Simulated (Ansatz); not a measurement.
# C6H8O2: a ladder of functionals and wavefunction methods

An exercise on one series of results from a longer session: the logs are not shown, and one member is left open.

Method: functionals in def2-TZVPP, the program's frozen cores in correlated methods; program: Ansatz 0.2.0, Gaussian basis.

Levels to be run: LDA (SPW92), PBE-D4, revPBE-D4, BLYP-D4, r2SCAN-D4, B97M-V, PBE0-D4, B3LYP-D4, r2SCANh-D4, r2SCAN0-D4, HSE06-D4, BHLYP-D4, CAM-B3LYP-D4, LC-ωPBE, ωB97X-V, ωB97M-V, B2PLYP, PBE-QIDH; CCSD(T)/def2-SVP; CCSD(T)/def2-TZVPP; MP2/def2-QZVPP; extrapolation to the limit; RPA on PBE.

## Structure used throughout

The geometry comes from an earlier relaxation with PBE0-D4 in a triple-zeta def2 set; it is a stationary point, not always the lowest conformer.

SMILES `O=C1CCC(=O)CC1`, 16 atoms, charge 0, spin multiplicity 1.

Atoms are counted from 1 here; the program's logs count them from 0.

Bond lengths: O1–C2 1.204 Å, C2–C3 1.512 Å, C2–C8 1.512 Å, C3–C4 1.523 Å, C3–H9 1.091 Å, C3–H10 1.098 Å, C4–C5 1.512 Å, C4–H11 1.098 Å, C4–H12 1.091 Å, C5–O6 1.204 Å, C5–C7 1.512 Å, C7–C8 1.523 Å, C7–H13 1.091 Å, C7–H14 1.098 Å, C8–H15 1.098 Å, C8–H16 1.091 Å. Angles: O1–C2–C3 122.2°, O1–C2–C8 122.3°, C3–C2–C8 115.5°, C2–C3–C4 112.9°, C2–C3–H9 108.4°, C2–C3–H10 106.5°, C4–C3–H9 112.4°, C4–C3–H10 109.9°, H9–C3–H10 106.3°, C3–C4–C5 112.9°, C3–C4–H11 109.8°, C3–C4–H12 112.4°, C5–C4–H11 106.5°, C5–C4–H12 108.4°, H11–C4–H12 106.3°, C4–C5–O6 122.3°, C4–C5–C7 115.5°, O6–C5–C7 122.2° and more.

Set-up of the first run:

Input file in.yaml:

```yaml
crystal:
  periodic: [false, false, false]
  atoms:
    - {symbol: O, position_ang: [-2.094732, -0.871799, 1.461527]}
    - {symbol: C, position_ang: [-1.159012, -0.482533, 0.811580]}
    - {symbol: C, position_ang: [-0.989883, 0.971365, 0.430888]}
    - {symbol: C, position_ang: [0.465438, 1.359631, 0.204553]}
    - {symbol: C, position_ang: [1.155329, 0.483067, -0.816506]}
    - {symbol: O, position_ang: [2.082968, 0.873469, -1.477267]}
    - {symbol: C, position_ang: [0.600868, -0.917499, -0.951952]}
    - {symbol: C, position_ang: [-0.073596, -1.413873, 0.320300]}
    - {symbol: H, position_ang: [-1.470862, 1.585440, 1.193288]}
    - {symbol: H, position_ang: [-1.563690, 1.121284, -0.492884]}
    - {symbol: H, position_ang: [1.029347, 1.252739, 1.140362]}
    - {symbol: H, position_ang: [0.575895, 2.400165, -0.103093]}
    - {symbol: H, position_ang: [1.405483, -1.576362, -1.280857]}
    - {symbol: H, position_ang: [-0.127624, -0.887176, -1.772600]}
    - {symbol: H, position_ang: [0.665011, -1.487382, 1.129133]}
    - {symbol: H, position_ang: [-0.500930, -2.410522, 0.203526]}
basis:
  gaussian: {orbitals: def2-TZVPP}
hamiltonian: {xc: lda}
output: {orbitals: {seedname: orbitals}}
```

Launch:

```
> ansatz run in.yaml --threads 2 --pin off --events-out ev --progress --plain --max-ram 20480MiB --backend cuda --devices 0, --max-vram 18GiB
```

Steps of the session up to this table: LDA; PBE-D4 (GGA); revPBE-D4 (GGA); BLYP-D4 (GGA); r2SCAN-D4 (meta-GGA); B97M-V (meta-GGA); PBE0-D4 (hybrid); B3LYP-D4 (hybrid); r2SCANh-D4 (hybrid); r2SCAN0-D4 (hybrid); HSE06-D4 (hybrid); BHLYP-D4 (hybrid); CAM-B3LYP-D4 (range-separated); LC-ωPBE (range-separated); ωB97X-V (range-separated); ωB97M-V (range-separated); B2PLYP (double hybrid); PBE-QIDH (double hybrid).

One of the session's tables, all rows but one given; the rest of the session is left out.

It belongs to the step «Frontier levels by functional». 

| functional | HOMO (eV) | gap (eV) |
| --- | --- | --- |
| LDA (SPW92) | -5.93 | 3.74 |
| PBE-D4 | -5.76 | 3.81 |
| revPBE-D4 | -5.69 | 3.84 |
| BLYP-D4 | ? | ? |
| r2SCAN-D4 | -6.07 | 4.36 |
| B97M-V | -6.24 | 4.63 |
| PBE0-D4 | -7.38 | 6.55 |
| B3LYP-D4 | -7.14 | 6.05 |
| r2SCANh-D4 | -6.68 | 5.38 |
| r2SCAN0-D4 | -7.60 | 6.91 |
| HSE06-D4 | -6.97 | 5.76 |
| BHLYP-D4 | -8.95 | 9.35 |
| CAM-B3LYP-D4 | -8.85 | 9.23 |
| LC-ωPBE | -10.15 | 11.77 |
| ωB97X-V | -9.83 | 11.37 |
| ωB97M-V | -9.78 | 11.20 |

**Question.** Estimate the row for BLYP-D4.

Worked estimate for «HOMO (eV)». Against the share of exact exchange, B3LYP-D4 (0.2, -7.14), BHLYP-D4 (0.5, -8.95) give a slope of -6.03 per unit share; at 0 the line stands at -5.93.

As computed: HOMO (eV): -5.68; gap (eV): 3.86. In «HOMO (eV)» the line misses by -0.25.
